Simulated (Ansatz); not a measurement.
**CHGeSi (doublet): the correlation ladder, cc-pVDZ**

How much of the correlation energy of CHGeSi (doublet) does each wave-function method recover here?

Program: Ansatz 0.2.0, Gaussian basis. Level of theory: cc-pVDZ, core rule «outside noble gas», up to 20 orbitals frozen. These are calculated values, not measurements.

To be run: UHF; CCSD(T) on ROHF; CCSD(T) on UHF; BCCD(T) on ROHF; CISD; CCSDT(Q) on ROHF; CCSDT(Q) on UHF; CASSCF and MRCISD+Q, 9 electrons in 9 orbitals; CASSCF and MRCISD+Q(relaxed), 9 electrons in 9 orbitals; CASSCF and NEVPT2, 9 electrons in 9 orbitals.

19 further runs of the same task are left out: 6 that didn't finish, 13 set aside as unsound or not needed.

**1. The geometry**

The geometry is a PBE0/def2-TZVP stationary point (not a proven minimum). No spin-orbit coupling is included. The filled d shell of Ge may be among the frozen orbitals whatever the setting's name suggests; the logs give the count.

4 atoms, charge 0, spin multiplicity 2.

Atoms are counted from 1 here; the program's logs count them from 0.

Bond lengths: C1–Ge2 1.911 Å, C1–Si3 1.736 Å, C1–H4 1.085 Å, Ge2–Si3 2.504 Å. Angles: Ge2–C1–Si3 86.6°, Ge2–C1–H4 126.4°, Si3–C1–H4 147.0°, C1–Ge2–Si3 43.8°, C1–Si3–Ge2 49.6°.

**2. UHF**

Input file in.yaml:

```yaml
crystal:
  periodic: [false, false, false]
  atoms:
    - {symbol: C, position_ang: [0.000000, -1.092218, -0.723226]}
    - {symbol: Ge, position_ang: [0.000000, 0.078716, 0.787626]}
    - {symbol: Si, position_ang: [0.000000, 0.341606, -1.702775]}
    - {symbol: H, position_ang: [0.000000, -2.176529, -0.697892]}
basis:
  gaussian: {orbitals: cc-pVDZ}
magnetization: {spin_polarized: true, initial_magnetization: 1}
hamiltonian: {xc: hf}
output: {orbitals: {seedname: orbitals}}
```

On the command line:

```sh
$ ansatz run in.yaml --threads 1 --pin off --events-out ev --progress --plain --max-ram 2393MiB
```

Further steps of the session: CCSD(T) on ROHF; CCSD(T) on UHF; BCCD(T) on ROHF; CISD; CCSDT(Q) on ROHF; CCSDT(Q) on UHF; CASSCF and MRCISD+Q, 9 electrons in 9 orbitals; CASSCF and MRCISD+Q(relaxed), 9 electrons in 9 orbitals; CASSCF and NEVPT2, 9 electrons in 9 orbitals.

**Question.** What will the summary of the whole plan be? Wanted: UCCSDT(Q) below the RHF energy; RMP2 from UCCSDT(Q); UMP2 from UCCSDT(Q); RCCSD from UCCSDT(Q); RCCSD(T) from UCCSDT(Q); UCCSD(T) from UCCSDT(Q); RCCSDT(Q) from UCCSDT(Q); T1 diagnostic.

The runs gave:

```
                         quantity              value
   UCCSDT(Q) below the RHF energy         -8.9791 eV
              RMP2 from UCCSDT(Q)        +1249.3 meV
              UMP2 from UCCSDT(Q)        +1306.0 meV
             RCCSD from UCCSDT(Q)         +514.9 meV
          RCCSD(T) from UCCSDT(Q)          +73.0 meV
          UCCSD(T) from UCCSDT(Q)          +74.0 meV
         RCCSDT(Q) from UCCSDT(Q)           +3.4 meV
levels within 1 kcal/mol (43 meV)  UCCSDT, RCCSDT(Q)
                    T1 diagnostic              0.024
```

**Reading.** RCCSD(T) lands +73.0 meV from the yardstick (0.8 % of the correlation energy). These misses are within one basis, not against nature; the frozen cores of restricted and unrestricted runs differ, which can shift their rows.
